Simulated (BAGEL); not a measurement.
# HF/3-21G (density fitting with qzvpp-jkfit) run of CH2FNOSi (SMILES O=C=N[SiH2]F)

What is the vertical ionisation energy of CH2FNOSi at HF/3-21G (density fitting with qzvpp-jkfit)? 

Program for the calculation: BAGEL 1.2.2.

2 further runs of the same task are left out: 2 set aside as unsound or not needed.

## (1) The molecule

CH2FNOSi: 7 atoms, total charge 0, spin state singlet. SMILES: `O=C=N[SiH2]F`. Geometry: relaxed at PBE0-D4/def2-TZVP. This is one conformer, not always the lowest.

Bond lengths: O1–C2 1.162 Å, C2–N3 1.195 Å, N3–Si4 1.694 Å, Si4–F5 1.591 Å, Si4–H6 1.475 Å, Si4–H7 1.475 Å. Angles: O1–C2–N3 178.4°, C2–N3–Si4 166.0°, N3–Si4–F5 109.2°, N3–Si4–H6 109.0°, N3–Si4–H7 109.0°, F5–Si4–H6 108.2°, F5–Si4–H7 108.2°, H6–Si4–H7 113.2°.

## (2) A single-point energy at HF/3-21G (density fitting with qzvpp-jkfit)

calc.json

```json
{ "bagel" : [

{
  "title" : "molecule",
  "basis" : "3-21g",
  "df_basis" : "qzvpp-jkfit",
  "angstrom" : "true",
  "geometry" : [
    { "atom" : "O", "xyz" : [   -0.573800,   -2.908000,   -0.552000 ] },
    { "atom" : "C", "xyz" : [   -0.306900,   -1.816900,   -0.256100 ] },
    { "atom" : "N", "xyz" : [   -0.019000,   -0.706200,    0.076100 ] },
    { "atom" : "Si", "xyz" : [    0.212100,    0.968300,    0.188900 ] },
    { "atom" : "F", "xyz" : [   -0.420200,    1.671000,   -1.091000 ] },
    { "atom" : "H", "xyz" : [   -0.490300,    1.470300,    1.384800 ] },
    { "atom" : "H", "xyz" : [    1.659300,    1.253600,    0.203700 ] }
  ]
},
{ "title" : "hf" },
{ "title" : "print", "file" : "orbitals.molden", "orbitals" : "true" }

]}
```

Command:

```
BAGEL_NUM_THREADS=1 BAGEL calc.json > calc.out
```

Log:

```text
* using 1 threads per process

  ===============================================================
  ===============================================================

  *** Geometry ***

  { "atom" : "O", "xyz" : [     -1.084325,     -5.495324,     -1.043129 ] },
  { "atom" : "C", "xyz" : [     -0.579957,     -3.433443,     -0.483959 ] },
  { "atom" : "N", "xyz" : [     -0.035905,     -1.334525,      0.143808 ] },
  { "atom" : "Si", "xyz" : [      0.400811,      1.829822,      0.356969 ] },
  { "atom" : "F", "xyz" : [     -0.794063,      3.157732,     -2.061691 ] },
  { "atom" : "H", "xyz" : [     -0.926533,      2.778464,      2.616893 ] },
  { "atom" : "H", "xyz" : [      3.135623,      2.368961,      0.384937 ] },

  Number of auxiliary basis functions:      470

  Since a DF basis is specified, we compute 2- and 3-index integrals:
    o Being stored without compression. Storage requirement is 0.011 GB

  Number of basis functions:       53
  Number of electrons      :       46

    * METHOD: MOLECULE                             0.27

  *** RHF ***

  === Nuclear Repulsion ===
   204.9228988254

      * DIIS with orbital gradients will be used.

  === RHF iteration (3-21g) ===
      0       -553.62484020          0.02874914           0.06
      1       -553.74872551          0.01847779           0.05
      2       -553.80831379          0.00212923           0.05
      3       -553.80920066          0.00124757           0.05
      4       -553.80954291          0.00013398           0.05
      5       -553.80954938          0.00004440           0.05
      6       -553.80955017          0.00001978           0.05
      7       -553.80955033          0.00000489           0.05
      8       -553.80955034          0.00000217           0.05
      9       -553.80955035          0.00000132           0.05
     10       -553.80955035          0.00000082           0.05
     11       -553.80955035          0.00000034           0.05
     12       -553.80955035          0.00000016           0.05
     13       -553.80955035          0.00000006           0.05
     14       -553.80955035          0.00000003           0.05
     15       -553.80955035          0.00000001           0.05
     16       -553.80955035          0.00000001           0.06
    * SCF iteration converged.

    * Permanent dipole moment:
           (   -0.376892,    -0.484115,    -0.596688) a.u.

    * METHOD: HF                                   1.12

    * METHOD: PRINT                                0.02

  ===============================================================
```

It took 1.6 s on 1 thread of Arm Neoverse N1, shared host; peak memory 0.081 GiB.

## (3) The doublet cation at the same level

hf.json

```json
{ "bagel": [

{
  "title": "molecule",
  "basis": "3-21g",
  "df_basis": "qzvpp-jkfit",
  "angstrom": true,
  "geometry": [
    { "atom": "O", "xyz": [      -0.573800,      -2.908000,      -0.552000 ] },
    { "atom": "C", "xyz": [      -0.306900,      -1.816900,      -0.256100 ] },
    { "atom": "N", "xyz": [      -0.019000,      -0.706200,       0.076100 ] },
    { "atom": "Si", "xyz": [       0.212100,       0.968300,       0.188900 ] },
    { "atom": "F", "xyz": [      -0.420200,       1.671000,      -1.091000 ] },
    { "atom": "H", "xyz": [      -0.490300,       1.470300,       1.384800 ] },
    { "atom": "H", "xyz": [       1.659300,       1.253600,       0.203700 ] }
  ]
},

{ "title": "uhf", "charge": 1, "nopen": 1 },

{ "title": "print", "file": "orbitals.molden", "orbitals": true }

]}
```

Command:

```
BAGEL_NUM_THREADS=1 BAGEL hf.json > hf.out
```

Log:

```text
* using 1 threads per process

  ===============================================================
  ===============================================================

  *** Geometry ***

  { "atom" : "O", "xyz" : [     -1.084325,     -5.495324,     -1.043129 ] },
  { "atom" : "C", "xyz" : [     -0.579957,     -3.433443,     -0.483959 ] },
  { "atom" : "N", "xyz" : [     -0.035905,     -1.334525,      0.143808 ] },
  { "atom" : "Si", "xyz" : [      0.400811,      1.829822,      0.356969 ] },
  { "atom" : "F", "xyz" : [     -0.794063,      3.157732,     -2.061691 ] },
  { "atom" : "H", "xyz" : [     -0.926533,      2.778464,      2.616893 ] },
  { "atom" : "H", "xyz" : [      3.135623,      2.368961,      0.384937 ] },

  Number of auxiliary basis functions:      470

  Since a DF basis is specified, we compute 2- and 3-index integrals:
    o Being stored without compression. Storage requirement is 0.011 GB

  Number of basis functions:       53
  Number of electrons      :       46

    * METHOD: MOLECULE                             0.26

  *** Open-shell HF ***

  === Nuclear Repulsion ===
   204.9228988254

      * DIIS with orbital gradients will be used.

  === UHF iteration (3-21g) ===
      0       -553.15600571          0.05733020           0.10
      1       -553.29081893          0.04678895           0.10
      2       -553.33233294          0.03866132           0.10
      3       -553.40372905          0.00508371           0.10
      4       -553.41036561          0.00354292           0.10
      5       -553.41979988          0.00266009           0.10
      6       -553.43003195          0.00131993           0.10
      7       -553.43122425          0.00135895           0.10
      8       -553.43273811          0.00069955           0.10
      9       -553.43339294          0.00051040           0.10
     10       -553.43355147          0.00021678           0.10
     11       -553.43356745          0.00002784           0.10
     12       -553.43357067          0.00001646           0.10
     13       -553.43357140          0.00001068           0.10
     14       -553.43357233          0.00000638           0.10
     15       -553.43357264          0.00000321           0.10
     16       -553.43357264          0.00000198           0.10
     17       -553.43357265          0.00000151           0.10
     18       -553.43357265          0.00000082           0.10
     19       -553.43357265          0.00000052           0.10
     20       -553.43357265          0.00000044           0.10
     21       -553.43357265          0.00000041           0.10
     22       -553.43357265          0.00000038           0.10
     23       -553.43357265          0.00000037           0.10
     24       -553.43357265          0.00000036           0.10
     25       -553.43357265          0.00000035           0.10
     26       -553.43357265          0.00000030           0.10
     27       -553.43357265          0.00000021           0.10
     28       -553.43357265          0.00000017           0.10
     29       -553.43357265          0.00000012           0.10
     30       -553.43357265          0.00000006           0.10
     31       -553.43357265          0.00000003           0.10
     32       -553.43357265          0.00000001           0.10
     33       -553.43357265          0.00000001           0.10
     34       -553.43357265          0.00000001           0.10
    * SCF iteration converged.

    * S^2 (UHF) is 0.9180

    * Permanent dipole moment:
           (   -0.332781,     1.450842,    -0.867445) a.u.

    * METHOD: UHF                                  3.78

    * METHOD: PRINT                                0.01

  ===============================================================
```

Wall time 4.2 s (1 thread of Arm Neoverse N1, shared host); peak memory 0.083 GiB.

## (4) Outcome

At HF/3-21G (density fitting with qzvpp-jkfit):

| quantity | value |
| --- | --- |
| singlet CH2FNOSi: total energy | -553.80955 Eh |
| singlet CH2FNOSi: dipole moment | 2.18 D |
| singlet CH2FNOSi: HOMO energy | -11.96 eV |
| singlet CH2FNOSi: LUMO energy | 4.11 eV |
| singlet CH2FNOSi: HOMO–LUMO gap | 16.07 eV |
| doublet cation: total energy | -553.43357 Eh |
| doublet cation: ⟨S²⟩ | 0.918 |
| vertical ionisation energy (to the doublet cation) | 10.231 eV |

What this shows: The vertical ionisation energy comes to 10.23 eV (236 kcal/mol). The negative HOMO energy of the first species, 11.96 eV, lies 1.73 eV above that difference. ⟨S²⟩ (doublet cation) is 0.92 where a pure doublet has 0.75: the reference is spin-contaminated.
